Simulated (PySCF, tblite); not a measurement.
# C₆H₁₂OSi₂: geometry, infrared bands and NMR shifts

What infrared bands and NMR shifts should C₆H₁₂OSi₂ (`CC#C/C=C\C[SiH2]O[SiH3]`) show?

Computed with tblite 0.8.0 and PySCF 2.14.0, with density-fitted response routines of our own, on a single molecule in the gas phase. Atoms count from 0, in the outputs and in this text.

## Step 1: The molecule as given

21 atoms, charge 0, multiplicity 1; geometry from: force field or distance geometry start.

Bonds of the start (Å): C0–C1 1.48, C1–C2 1.20, C2–C3 1.44, C3–C4 1.30, C4–C5 1.49, C5–Si6 1.87, Si6–O7 1.72, O7–Si8 1.72, C0–H9 1.09, C0–H10 1.13, C0–H11 1.11, C3–H12 1.08, C4–H13 1.11, C5–H14 1.11, C5–H15 1.12, Si6–H16 1.48, Si6–H17 1.49, Si8–H18 1.49, Si8–H19 1.46, Si8–H20 1.47.

## Step 2: Optimising the geometry with GFN2-xTB

What the job is given:

```
{"job": {"kind": "relax", "xc": "GFN2-xTB", "basis": "xTB"}, "charge": 0, "multiplicity": 1}
C     -3.875700    -0.336700     1.348600
C     -3.001300    -0.274600     0.153800
C     -2.276200    -0.252200    -0.807200
C     -1.459300    -0.200600    -1.993000
C     -0.312500     0.419300    -1.955800
C      0.199200     1.122200    -0.749400
Si     1.823800     0.297700    -0.338700
O      1.965600    -0.127500     1.323600
Si     3.651600    -0.332500     1.617800
H     -3.331400    -0.086500     2.257000
H     -4.716900     0.410800     1.239200
H     -4.361300    -1.333000     1.341100
H     -1.847000    -0.719200    -2.851800
H      0.275600     0.414500    -2.891800
H     -0.529300     1.103400     0.089500
H      0.364600     2.206500    -0.959700
H      2.978600     1.169700    -0.634200
H      2.033800    -0.938000    -1.141300
H      4.435100     0.748500     0.958200
H      3.906900    -0.395400     3.049100
H      4.067000    -1.570000     0.944200
```

Run with:

```
$ OMP_NUM_THREADS=1 python probes_run.py task.json out
```

The driver reads the jobs from task.json and runs them one after another.

**Question.** This job is followed by: GFN2-xTB harmonic vibrations, gas phase; GIAO PBE0/pcSseg-1 NMR shielding, non-relativistic, gas phase. Predict these results of the whole session: strongest single infrared mode (GFN2-xTB); zero-point energy (GFN2-xTB); 13C shifts against TMS (PBE0/pcSseg-1); 1H shifts against TMS (PBE0/pcSseg-1, means over atoms taken as alike); 29Si shifts against TMS (PBE0/pcSseg-1); 17O shifts against H2O (PBE0/pcSseg-1).

The runs gave:

| quantity | value |
| --- | --- |
| strongest single infrared mode (GFN2-xTB) | 1109 cm⁻¹, 719 km/mol |
| zero-point energy (GFN2-xTB) | 94.2 kcal/mol |
| 13C shifts against TMS (PBE0/pcSseg-1) | 142.0, 116.4, 103.4, 83.1, 25.4, 6.1 ppm |
| 1H shifts against TMS (PBE0/pcSseg-1, means over atoms taken as alike) | 5.96, 5.65, 5.14, 4.95, 2.46, 2.28 ppm |
| 29Si shifts against TMS (PBE0/pcSseg-1) | -30.7, -44.7 ppm |
| 17O shifts against H2O (PBE0/pcSseg-1) | 9.2 ppm |

What this shows: Relaxing lowered the energy by 1.074 eV in 183 steps; the close pair that moved most is O7–Si8, from 1.724 to 1.618 Å. The lowest mode is slightly imaginary (15i cm⁻¹), a soft motion within the noise of the Hessian, so the minimum is not strictly shown. The strongest single mode, at 1109 cm⁻¹, moves mainly O7. Unscaled tight-binding wavenumbers are off by several per cent, some by more. Its intensities can rank the bands wrongly. At PBE0/pcSseg-1: Shielding is most anisotropic at C2 (span 266 ppm, paramagnetic term -151 ppm).
